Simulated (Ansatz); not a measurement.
# ZrS+ (sextet): the correlation ladder, def2-TZVPP

One table from this session's results is given with a row withheld; the runs are named, their logs left out.

Program: Ansatz 0.2.0, Gaussian basis. Level of theory: def2-TZVPP, core rule «outside noble gas», up to 9 orbitals frozen. These are calculated values, not measurements.

To be run: UHF; CCSD(T) on ROHF; CCSD(T) on UHF; CCSDT(Q) on ROHF; CCSDT(Q) on UHF.

15 further runs of the same task are left out: 10 for a known fault of the program, 5 set aside as unsound or not needed.

## The geometry

The geometry is a PBE0/def2-TZVP stationary point (not a proven minimum) of the parent state, kept for this charge and spin. No spin-orbit coupling is included. Elements past krypton take def2 core potentials.

2 atoms, charge 1, spin multiplicity 6.

Atoms are counted from 1 here; the program's logs count them from 0.

Bond lengths: Zr1–S2 2.454 Å.

Set-up of the first run:

in.yaml reads:

```yaml
crystal:
  periodic: [false, false, false]
  atoms:
    - {symbol: Zr, position_ang: [0.000000, 0.000000, 0.000000]}
    - {symbol: S, position_ang: [0.000000, 0.000000, 2.454200]}
basis:
  gaussian: {orbitals: def2-TZVPP}
total_charge: 1
magnetization: {spin_polarized: true, initial_magnetization: 5}
hamiltonian: {xc: hf}
output: {orbitals: {seedname: orbitals}}
```

Command:

```
$ ansatz run in.yaml --threads 1 --pin off --events-out ev --progress --plain --max-ram 4096MiB --backend cpu
```

Steps of the session up to this table: UHF; CCSD(T) on ROHF; CCSD(T) on UHF; CCSDT(Q) on ROHF; CCSDT(Q) on UHF.

One table of the session follows, with a row left open; its other results are not shown here.

It belongs to the step «Misses and costs». 

```
   method  from RCCSDT(Q) (meV)
     ROHF               +5038.4
      UHF               +4744.1
     RMP2                +943.1
     UMP2                +863.3
    RCCSD                +225.0
    UCCSD                 +97.9
 RCCSD(T)                 +44.0
 UCCSD(T)                 -76.0
   RCCSDT                  +8.1
   UCCSDT                     ?
RCCSDT(Q)                     0
UCCSDT(Q)                -115.8
```

**Question.** Estimate the row for UCCSDT.

**Answer.** from RCCSDT(Q) (meV): -108.9. In the column «from RCCSDT(Q) (meV)» it lies between UCCSDT(Q) (-115.8) and UCCSD(T) (-76.0).

To keep in mind: Restricted and unrestricted rows rest on different reference determinants; where their highest levels disagree by more than a few hundredths of an eV, they describe different states and don't form one ladder.
